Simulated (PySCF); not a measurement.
# KO: from the state search to spectroscopic constants

One job finds the state of KO, follows it along the bond with each method and fits the curves.

Computed with PySCF 2.14.0. Level: K 6-311G(d,p), O 6-311G(d,p), no relativity.

### Step 1. Set-up

A driver script around PySCF takes these settings:

```yaml
atoms: K, O
charge: 0
basis: K 6-311G(d,p), O 6-311G(d,p)
Hamiltonian: no relativity
basis_functions: 57
electrons_treated: 27
masses_in_u: 38.9637, 15.9949
levels: PBE0, PBE, r²SCAN, M06-2X, B97-3, B3LYP, HF, MP2, SCS-MP2, CCSD, CCSD(T)
grid: 80 radial by 434 angular points
occupations: held fixed by the projection of orbital angular momentum
dissociation_limit: K + O, each in its ground configuration
starting_distance_in_angstrom: 2.545
values_of_2S_to_try: 1, 3
```

Started as:

```console
$ OMP_NUM_THREADS=1 python dia.py task.json out
```

The runs that follow: First curve: PBE0; Higher solutions at PBE0; PBE; r²SCAN (meta-GGA); M06-2X (hybrid meta-GGA); B97-3 (global hybrid GGA); B3LYP; UHF (mean field); MP2 and coupled cluster.

What does the calculation give? Wanted: for each run, Re; ωe; De; μ.

The runs gave:

Lowest PBE0 solution found, without spin–orbit coupling: ²Π (doublet), unpaired electrons π ↑. State 2 has its PBE0 minimum 0.05 eV higher. The other levels ran on the lowest alone.

| level | Re (Å) | ωe (cm⁻¹) | De (eV) | μ (D) |
| --- | --- | --- | --- | --- |
| UHF | 2.336 | 412 | 0.69 | -9.28 |
| UHF-MP2 | 2.322 | 410 | 1.94 | n/a |
| UHF-SCS-MP2 | 2.327 | 408 | 1.93 | n/a |
| UHF-CCSD | 2.328 | 407 | 1.80 | n/a |
| UHF-CCSD(T) | 2.328 | 405 | 1.86 | n/a |
| PBE | 2.303 | 387 | 2.79 | -7.04 |
| r²SCAN | 2.293 | 407 | 2.71 | -7.81 |
| B3LYP | 2.302 | 402 | 2.56 | -7.78 |
| PBE0 | 2.287 | 411 | 2.46 | -7.95 |
| B97-3 | 2.302 | 406 | 2.61 | -8.26 |
| M06-2X | 2.295 | 426 | 2.56 | -8.48 |

De is counted to K + O in their ground configurations. A positive dipole means K(−)O(+).

Differences from CCSD(T) in the same basis:

| level | Re (mÅ) | ωe (%) |
| --- | --- | --- |
| UHF | +7 | +1.7 |
| UHF-MP2 | -7 | +1.3 |
| UHF-SCS-MP2 | -1 | +0.8 |
| UHF-CCSD | 0 | +0.7 |
| PBE | -25 | -4.4 |
| r²SCAN | -35 | +0.5 |
| B3LYP | -27 | -0.8 |
| PBE0 | -41 | +1.6 |
| B97-3 | -26 | +0.3 |
| M06-2X | -34 | +5.2 |

**Reading.** Against CCSD(T) in the same basis, the bond length is nearest at UHF-CCSD (0 mÅ) and farthest at PBE0 (-41 mÅ); the wavenumber is nearest at B97-3 (+0.3 %) and farthest at M06-2X (+5.2 %). CCSD(T) in a basis this small is itself some way from its limit, more so than the functionals. Of the levels with a De here, UHF gives the least (0.69 eV) and PBE the most (2.79 eV).

Correlated steps freeze 6 core orbitals.
